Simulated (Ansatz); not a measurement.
# Na3In and its elements: formation energy from the elements in Python

A script is to give a formation energy from the elements; the system is Na3In and its elements.

All numbers are computed with Ansatz 0.2.0, driven from Python. Level of theory: DFT LDA, plane waves, PAW.

## (1) The structure

Na3In Fm-3m: The structure is cubic, space group Fm-3m (No. 225). Conventional cell: a = 7.781 Å, b = 7.781 Å, c = 7.781 Å, α = 90.00°, β = 90.00°, γ = 90.00°. Na (site symmetry -43m) is surrounded by 4 Na at 3.37 Å and 4 In at 3.37 Å. Na (site symmetry m-3m) is surrounded by 8 Na at 3.37 Å. In (site symmetry m-3m) has 8 Na at 3.37 Å as nearest neighbours.

Na Im-3m: Symmetry: Im-3m, No. 229, cubic system. Conventional cell: a = 4.282 Å, b = 4.282 Å, c = 4.282 Å, α = 90.00°, β = 90.00°, γ = 90.00°. Around Na (site symmetry m-3m) lie 8 Na at 3.71 Å.

In I4/mmm: The structure is tetragonal, space group I4/mmm (No. 139). The conventional cell has a = 3.251 Å, b = 3.251 Å, c = 4.947 Å, α = 90.00°, β = 90.00°, γ = 90.00°. Around In (site symmetry 4/mmm) lie 12 In at 3.25 to 3.38 Å.

The script holds or builds the structure itself.

## (2) The code

The input, run_formation.py:

```python
'''Formation energy of Na3In from the elements, after relaxing cells and atoms.'''

from collections import Counter
import warnings

import ansatz as az
import numpy as np

PHASES = {
    'Na3In': (
        [(0.0, 3.890459, 3.890459), (3.890459, 0.0, 3.890459), (3.890459, 3.890459, 0.0)],
        [
            ('Na', (0.25, 0.25, 0.25)),
            ('Na', (0.75, 0.75, 0.75)),
            ('Na', (0.5, 0.5, 0.5)),
            ('In', (0.0, 0.0, 0.0)),
        ],
    ),
    'Na': (
        [(-2.141, 2.141, 2.141), (2.141, -2.141, 2.141), (2.141, 2.141, -2.141)],
        [
            ('Na', (0.0, 0.0, 0.0)),
        ],
    ),
    'In': (
        [(-1.62547, 1.62547, 2.4737), (1.62547, -1.62547, 2.4737), (1.62547, 1.62547, -2.4737)],
        [
            ('In', (0.0, 0.0, 0.0)),
        ],
    ),
}


def build(vectors, sites):
    crystal = az.Crystal(lattice=az.Lattice.of(vectors))
    for symbol, position in sites:
        crystal = crystal.atom(symbol, position)
    return crystal


def solve(name, crystal):
    calc = (
        crystal.calculation()
        .functional('LDA')
        .basis(460)
        .kpoints(spacing=0.33)
        .occupations('fermi_dirac', width=0.05)
        .stress()
    )
    calc = calc.relax(force_tolerance=0.01, cell=True)
    return calc.run()


def counts(outcome):
    return Counter(site.symbol for site in outcome.lattice.sites)

def formation_energy(outcome, mu):
    n = counts(outcome)
    return (outcome.report['energy_sigma0_ev'] - sum(k * mu[element] for element, k in n.items())) / sum(n.values())


def volume_per_atom(outcome):
    return abs(np.linalg.det(outcome.lattice.cell_ang)) / len(outcome.lattice.sites)


def main() -> None:
    warnings.simplefilter('ignore')

    phases = {name: build(*cell) for name, cell in PHASES.items()}

    done = {}
    for name, crystal in phases.items():
        done[name] = solve(name, crystal)
        print(f'{name}: {done[name].report["energy_sigma0_ev"]:.4f} eV, {len(done[name].lattice.sites)} atoms')

    # chemical potentials of the elements at zero temperature
    references = {'Na': 'Na', 'In': 'In'}
    mu = {element: done[name].report['energy_sigma0_ev'] / len(done[name].lattice.sites) for element, name in references.items()}

    target = done['Na3In']
    heat = formation_energy(target, mu)
    n = counts(target)
    print('cell content:', dict(n), ' volume', round(volume_per_atom(target), 3), 'A^3/atom')
    print('formation energy', round(heat, 4), 'eV/atom,', round(heat * sum(n.values()), 4), 'eV per cell')
    print('bound against the elements' if heat < 0 else 'unbound against the elements')


if __name__ == '__main__':
    main()
```

## (3) The input behind the calls

The package turns the script's settings into the engine's input (first run):

```yaml
crystal:
  lattice:
    - [0.0, 3.890459, 3.890459]
    - [3.890459, 0.0, 3.890459]
    - [3.890459, 3.890459, 0.0]
  atoms:
    - { symbol: Na, position: [0.25, 0.25, 0.25] }
    - { symbol: Na, position: [0.75, 0.75, 0.75] }
    - { symbol: Na, position: [0.5, 0.5, 0.5] }
    - { symbol: In, position: [0.0, 0.0, 0.0] }
basis:
  ecutwfc: 460.0
kpoints:
  mp_grid:
    kspacing: 0.33
hamiltonian:
  xc: lda
scf:
  occupations:
    method: fermi_dirac
    width: 0.05
relax:
  f_tol: 0.01
  cell: {}
output:
  stress: true
```

## (4) Running it

Run with:

```sh
python run_formation.py
```

Standard output:

```text
Na3In: -9857.2576 eV, 4 atoms
Na: -1466.6093 eV, 1 atoms
In: -5457.1525 eV, 1 atoms
cell content: {<Element.NA: 'Na'>: 3, <Element.IN: 'In'>: 1}  volume 26.854 A^3/atom
formation energy -0.0693 eV/atom, -0.2772 eV per cell
bound against the elements
```

Run time: 19 s. Hardware: 1 thread of Arm Neoverse V1, shared host; peak memory 0.41 GiB.

## (5) What changed from run to run

The engine's inputs for the other runs:

Run 2, against run 1:

```diff
@@ -3,3 +3,3 @@
-    - [0.0, 3.890459, 3.890459]
-    - [3.890459, 0.0, 3.890459]
-    - [3.890459, 3.890459, 0.0]
+    - [-2.141, 2.141, 2.141]
+    - [2.141, -2.141, 2.141]
+    - [2.141, 2.141, -2.141]
@@ -7,4 +7 @@
-    - { symbol: Na, position: [0.25, 0.25, 0.25] }
-    - { symbol: Na, position: [0.75, 0.75, 0.75] }
-    - { symbol: Na, position: [0.5, 0.5, 0.5] }
-    - { symbol: In, position: [0.0, 0.0, 0.0] }
+    - { symbol: Na, position: [0.0, 0.0, 0.0] }
```

Run 3, against run 1:

```diff
@@ -3,3 +3,3 @@
-    - [0.0, 3.890459, 3.890459]
-    - [3.890459, 0.0, 3.890459]
-    - [3.890459, 3.890459, 0.0]
+    - [-1.62547, 1.62547, 2.4737]
+    - [1.62547, -1.62547, 2.4737]
+    - [1.62547, 1.62547, -2.4737]
@@ -7,3 +6,0 @@
-    - { symbol: Na, position: [0.25, 0.25, 0.25] }
-    - { symbol: Na, position: [0.75, 0.75, 0.75] }
-    - { symbol: Na, position: [0.5, 0.5, 0.5] }
```

## (6) What each run gave

From the records of these 3 runs:

```csv
run,system,space group at the end,energy (eV/atom),from the elements (meV/atom),final volume (Å³/atom),pressure (GPa),SCF cycles in all,CPU time (s)
1,Na3In (4 atoms),Fm-3m,-2464.3144,-69.3,26.85,-0.02,27,6.6
2,Na (1 atom),Im-3m,-1466.6093,0.0,33.38,-0.03,21,2
3,In (1 atom),I4/mmm,-5457.1525,0.0,24.58,-0.01,36,10
```

Energies are extrapolated to zero smearing width, as in the script. Totals carry meaning only in balanced differences at one level of theory.

## (7) Path of the relaxation of run 1

Step by step:

```csv
step,energy from step 1 (eV/cell),largest force component (eV/Å),pressure (GPa),volume (Å³)
1,0.0000,0.0000,-1.32,117.77
2,-0.0277,0.0000,-0.90,113.80
3,-0.0465,0.0000,0.18,106.20
4,-0.0471,0.0000,-0.02,107.41
5,-0.0467,0.0000,-0.02,107.41
```

Step 1 is the start. Step 5 repeats the geometry before it on a plane-wave basis chosen anew for that cell, so its energy need not be comparable with the rows above.

Lengths and angles in the start's conventional setting:

|  | before | after | change |
| --- | --- | --- | --- |
| a (Å) | 7.781 | 7.546 | -3.0 % |
| b (Å) | 7.781 | 7.546 | -3.0 % |
| c (Å) | 7.781 | 7.546 | -3.0 % |
| volume (Å³/atom) | 29.44 | 26.85 | -8.8 % |
| shortest distance (Å) | 3.369 | 3.267 | -3.0 % |
| space group (0.01 Å) | Fm-3m | Fm-3m | same |

Forces and stress were held to the start's 48 operations: a distortion of lower symmetry was not tested.

## (8) How the relaxation of run 3 went

Relaxation path:

```csv
step,E - E(step 1) (eV/cell),largest force component (eV/Å),pressure (GPa),volume (Å³)
1,0.0000,0.0000,-2.39,26.14
2,-0.0116,0.0000,-0.28,24.81
3,-0.0124,0.0000,-0.01,24.60
4,-0.0139,0.0000,0.69,24.18
5,-0.0162,0.0000,1.21,24.03
6,-0.0182,0.0000,0.03,24.56
7,-0.0182,0.0000,0.00,24.58
8,-0.0182,0.0000,-0.01,24.58
9,-0.0181,0.0000,-0.01,24.58
```

Step 1 is the start. Step 9 repeats the geometry before it on a plane-wave basis chosen anew for that cell, so its energy need not be comparable with the rows above.

Lengths and angles in the start's conventional setting:

|  | before | after | change |
| --- | --- | --- | --- |
| a (Å) | 3.251 | 3.104 | -4.5 % |
| b (Å) | 3.251 | 3.104 | -4.5 % |
| c (Å) | 4.947 | 5.102 | +3.1 % |
| volume (Å³/atom) | 26.14 | 24.58 | -6.0 % |
| shortest distance (Å) | 3.251 | 3.104 | -4.5 % |
| space group (0.01 Å) | I4/mmm | I4/mmm | same |

The run keeps the 16 symmetry operations of the start, so it could not have lowered the symmetry.

## (9) Summary of results

| quantity | value |
| --- | --- |
| runs compared | 3 |
| energy of Na3In (run 1) from the elements | -69 meV/atom |

Na3In lies 69 meV/atom below its elements, which says nothing yet of competing compounds. The dearest, run 3 (In (1 atom)), took some 5 times as long as run 2 (Na (1 atom)). In run 1, the volume shrank by 8.8 % over 3 moves, and the space group stayed Fm-3m. In run 3, the volume shrank by 6.0 % over 7 moves, and the space group stayed I4/mmm. Reading the output:
- For the metals among these cells the mesh is coarse, so their volumes and pressures are rough.
- The compound is the structure given, not necessarily its lowest; energies are at zero temperature, with no correction for gases. A semilocal functional's error on such energies is often 0.05 to 0.1 eV an atom, and 0.1 to 0.3 eV against gases such as O2 or F2. Whether this is the phase that is stable at ambient conditions was not tested.
